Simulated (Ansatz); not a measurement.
# SnBi3: the cost of one run

Computed with Ansatz 0.2.0 (DFT r2SCAN, scalar-relativistic, plane waves, PAW, unless a step's input says otherwise).

2 further runs of the same task are left out: 1 that didn't finish, 1 set aside as unsound or not needed.

**1. The structure to begin with**

The structure is tetragonal, space group I4/mmm (No. 139). The conventional cell has a = 4.664 Å, b = 4.664 Å, c = 11.367 Å, α = 90.00°, β = 90.00°, γ = 90.00°. Sn (site symmetry 4/mmm) has 12 Bi at 3.30 to 3.68 Å in its first shell of neighbours. Bi (site symmetry 4/mmm) is surrounded by 4 Sn at 3.30 Å and 8 Bi at 3.68 Å. Around Bi (site symmetry -4m2) lie 8 Bi at 3.30 to 3.68 Å and 4 Sn at 3.68 Å.

Structure file:

```cif
data_structure
_symmetry_space_group_name_H-M 'P 1'
_symmetry_Int_Tables_number 1
_cell_length_a 6.5711
_cell_length_b 6.5711
_cell_length_c 6.5711
_cell_angle_alpha 138.427
_cell_angle_beta 138.427
_cell_angle_gamma 60.249
_cell_volume 123.63
loop_
_atom_site_label
_atom_site_type_symbol
_atom_site_fract_x
_atom_site_fract_y
_atom_site_fract_z
_atom_site_occupancy
Sn1 Sn 0.00000 0.00000 0.00000 1
Bi1 Bi 0.50000 0.50000 0.00000 1
Bi2 Bi 0.25000 0.75000 0.50000 1
Bi3 Bi 0.75000 0.25000 0.50000 1
```

It goes back to an entry of the Materials Project, which need not be the stable form.

It is the result of an earlier relaxation at this level (volume 30.91 Å³/atom; gap on the mesh: none (metal)).

**2. The undisturbed cell**

The input, input.yaml:

```yaml
crystal:
  lattice:
    - [-2.3319730357, 2.3319730357, 5.6835319213]
    - [2.3319730357, -2.3319730357, 5.6835319213]
    - [2.3319730357, 2.3319730357, -5.6835319213]
  atoms:
    - { symbol: Sn, position: [0.0, 0.0, 0.0] }
    - { symbol: Bi, position: [0.5, 0.5, 0.0] }
    - { symbol: Bi, position: [0.25, 0.75, 0.5] }
    - { symbol: Bi, position: [0.75, 0.25, 0.5] }
basis:
  ecutwfc: 500
kpoints:
  mp_grid: { grid: [14, 14, 14] }
hamiltonian:
  xc: r2scan
scf:
  occupations: { method: gaussian, width: 0.15 }
output:
  forces: true
  stress: true
  eigenvalues: true
```

Command:

```console
$ ansatz run input.yaml --threads 1 --pin off --max-ram 2560MiB --backend cpu --events-out ev --progress --plain --runs-dir out
```

What time and memory should one allow on 1 thread of Intel Xeon Platinum 8488C (Sapphire Rapids), shared host?

About 88 s, with a peak of 1.5 GiB.
